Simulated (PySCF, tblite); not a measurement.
# C4H4ClNOS: geometry, infrared bands and NMR shifts

Wanted: the infrared bands and NMR shifts of C4H4ClNOS (`COc1cc(Cl)sn1`), by calculation.

Programs: tblite 0.8.0 and PySCF 2.14.0, with density-fitted response routines of our own. Each step states its level of theory. These are calculated values for one molecule in the gas phase, unless marked as measured. Atoms count from 0, in the outputs and in this text.

## 1. The starting structure

12 atoms, charge 0, multiplicity 1; geometry from: force field or distance geometry start.

Bonds of the start (Å): C0–O1 1.41, O1–C2 1.36, C2–C3 1.41, C3–C4 1.36, C4–Cl5 1.71, C4–S6 1.70, S6–N7 1.66, N7–C2 1.34, C0–H8 1.10, C0–H9 1.10, C0–H10 1.09, C3–H11 1.09.

## 2. Geometry optimisation with GFN2-xTB

What the job is given:

```
{"job": {"kind": "relax", "xc": "GFN2-xTB", "basis": "xTB"}, "charge": 0, "multiplicity": 1}
C     -2.100200    -0.397100     0.683400
O     -0.860400    -0.983800     0.352500
C      0.114700    -0.116000    -0.019200
C      1.417200    -0.522100    -0.389500
C      2.160600     0.567900    -0.715000
Cl     3.787800     0.632800    -1.230900
S      1.224900     1.976500    -0.584700
N     -0.152800     1.197500    -0.072500
H     -2.540000     0.108300    -0.183200
H     -2.796100    -1.199000     0.980900
H     -2.021600     0.287800     1.533800
H      1.767200    -1.553500    -0.381600
```

Command:

```sh
> OMP_NUM_THREADS=1 python probes_run.py task.json out
```

The driver reads the jobs from task.json and runs them one after another.

**Question.** This job is followed by: GFN2-xTB harmonic vibrations, gas phase; GIAO PBE0/pcSseg-1 NMR shielding, non-relativistic, gas phase. What will the session give for the following? strongest single infrared mode (GFN2-xTB); zero-point energy (GFN2-xTB); 13C shifts against TMS (PBE0/pcSseg-1); 1H shifts against TMS (PBE0/pcSseg-1, means over atoms taken as alike); 17O shifts against H2O (PBE0/pcSseg-1); 35Cl shifts against HCl (PBE0/pcSseg-1); 33S shifts against CS2 (PBE0/pcSseg-1); 15N shifts against NH3 (PBE0/pcSseg-1).

**Answer**, as computed:

```
                                                              quantity                          value
                             strongest single infrared mode (GFN2-xTB)          1547 cm⁻¹, 303 km/mol
                                          zero-point energy (GFN2-xTB)                  47.5 kcal/mol
                                13C shifts against TMS (PBE0/pcSseg-1)  173.9, 171.2, 117.2, 57.1 ppm
1H shifts against TMS (PBE0/pcSseg-1, means over atoms taken as alike)                 6.59, 4.17 ppm
                                17O shifts against H2O (PBE0/pcSseg-1)                      126.3 ppm
                               35Cl shifts against HCl (PBE0/pcSseg-1)                        211 ppm
                                33S shifts against CS2 (PBE0/pcSseg-1)                        351 ppm
                                15N shifts against NH3 (PBE0/pcSseg-1)                      265.3 ppm
```

In words: Relaxing lowered the energy by 0.113 eV in 25 steps; the close pair that moved most is C4–S6, from 1.696 to 1.734 Å. No mode is imaginary among the 30: a minimum at this level. The strongest single mode, at 1547 cm⁻¹, has its largest shares on C2, C3, N7 and C4 (the list is cut at 4 atoms). Unscaled tight-binding wavenumbers are off by several per cent, some by more. Its intensities can rank the bands wrongly. H11 (hydrogen on an aromatic CH) lies farthest downfield among hydrogen, at 6.59 ppm; aromatic region. At PBE0/pcSseg-1: The widest tensor belongs to Cl5: span 451 ppm, with a paramagnetic part of -406 ppm. NICS(1)zz of -22 ppm above the planar ring from C2 marks a diatropic (aromatic) ring current.
